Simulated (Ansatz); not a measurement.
# Si: the cost of one run

Computed with Ansatz 0.2.0 (DFT r2SCAN, scalar-relativistic, plane waves, PAW, unless a step's input says otherwise).

## 1. The structure to begin with

Symmetry: Fd-3m, No. 227, cubic system. Conventional cell: a = 5.444 Å, b = 5.444 Å, c = 5.444 Å, α = 90.00°, β = 90.00°, γ = 90.00°. Around Si (site symmetry -43m) lie 4 Si at 2.36 Å.

As a file:

```
CELL_PARAMETERS angstrom
0.00000 2.72185 2.72185
2.72185 0.00000 2.72185
2.72185 2.72185 0.00000
ATOMIC_POSITIONS crystal
Si 0.75000 0.75000 0.75000
Si 0.50000 0.50000 0.50000
```

The structure comes from the Materials Project (structure only).

(A quick probe on a coarse mesh, which set the mesh and smearing, is not shown.)

## 3. Full relaxation

Input file input.yaml:

```yaml
crystal:
  lattice:
    - [0.0, 2.72185119, 2.72185119]
    - [2.72185119, 0.0, 2.72185119]
    - [2.72185119, 2.72185119, 0.0]
  atoms:
    - { symbol: Si, position: [0.75, 0.75, 0.75] }
    - { symbol: Si, position: [0.5, 0.5, 0.5] }
basis:
  ecutwfc: 500
kpoints:
  mp_grid: { grid: [8, 8, 8] }
hamiltonian:
  xc: r2scan
scf:
  occupations: { method: gaussian, width: 0.02 }
output:
  forces: true
  stress: true
  eigenvalues: true
relax:
  adjacent_minimum: "off"
  f_tol: 0.005
  max_steps: 80
  cell: { stress_tol: 0.05 }
```

On the command line:

```sh
> ansatz run input.yaml --threads 8 --pin off --max-ram 20480MiB --backend cpu --events-out ev --progress --plain --runs-dir out
```

**Question.** How long does this run take on 8 threads of AMD EPYC (Zen 3), shared host, and how much memory does it need?

About 7.4 s, with a peak of 0.45 GiB.
